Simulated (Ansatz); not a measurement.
Working through a short molecular-dynamics run of CH4Te2, SMILES C[Te][TeH]

With the Python package of Ansatz (0.2.0).

`ch4te2.xyz`
```text
7

C    -1.00260    0.33390   -0.17180
Te   -0.04920   -0.31210    1.57750
Te    1.85560   -1.53110    0.00000
H    -0.29380    1.03720   -0.77440
H    -1.94850    0.95190    0.08990
H    -1.35670   -0.47580   -0.80110
H     2.85640   -0.07210    0.03420
```

Run as a notebook:

```python
import warnings

import ansatz
import numpy as np
```

```python
warnings.simplefilter("ignore", ansatz.DeckWarning)

molecule = ansatz.Crystal.molecule_from_extxyz("ch4te2.xyz")
```

```python
job = (
    molecule.calculation()
    .basis(gaussian="def2-SVP")
    .functional("blyp")
    .md("nve", timestep=0.5, steps=30, temperature=200, initial_velocities="maxwell_boltzmann", seed=30)
)
frames = []
job.session().plan().execute(on_event=lambda e: frames.append(e["data"]) if e["event"] == "md_step" else None)
print("t (fs)   E_pot (eV)      E_kin (eV)   T (K)   d(0-1) (A)")
for f in frames[::2]:
    xyz = np.array(f["positions_ang"])
    print(f"{f['time_fs']:6.2f} {f['lagrangian_ev']:14.5f} {f['e_kin_ev']:10.5f} {f['temperature_k']:8.1f} {np.linalg.norm(xyz[0] - xyz[1]):9.4f}")
kept = np.array([f["conserved_ev"] for f in frames])
print(f"conserved energy moves by at most {1000 * np.ptp(kept):.3f} meV")
```

    t (fs)   E_pot (eV)      E_kin (eV)   T (K)   d(0-1) (A)
      0.00   -15684.08285    0.12926    200.0    2.0944
      1.00   -15684.08643    0.13241    204.9    2.0934
      2.00   -15684.10514    0.15055    232.9    2.0947
      3.00   -15684.10534    0.15055    232.9    2.0981
      4.00   -15684.07949    0.12536    194.0    2.1032
      5.00   -15684.06816    0.11474    177.5    2.1093
      6.00   -15684.10880    0.15471    239.4    2.1162
      7.00   -15684.16480    0.20957    324.3    2.1235
      8.00   -15684.17240    0.21724    336.1    2.1311
      9.00   -15684.13373    0.17961    277.9    2.1391
     10.00   -15684.10608    0.15256    236.0    2.1475
     11.00   -15684.12515    0.17139    265.2    2.1564
     12.00   -15684.17843    0.22408    346.7    2.1659
     13.00   -15684.22966    0.27477    425.1    2.1761
     14.00   -15684.24628    0.29132    450.7    2.1868
     15.00   -15684.22594    0.27160    420.2    2.1977
    conserved energy moves by at most 1.966 meV

What to keep in mind:
- Total energies depend on the basis set; only differences at equal settings carry meaning.
- The trajectory is only some femtoseconds long, so its temperature is not equilibrated; where the script doesn't relax first, it starts from a rough generated geometry.
- def2 sets replace the cores of elements past krypton by effective core potentials.
- The temperature counts the internal degrees of freedom alone.
- Wall time of the script: 79 s on 1 thread of Arm Neoverse V2, with other jobs on the host, peak memory 0.19 GiB.

(Lines on the test bed's own set-up are left out of the output.)
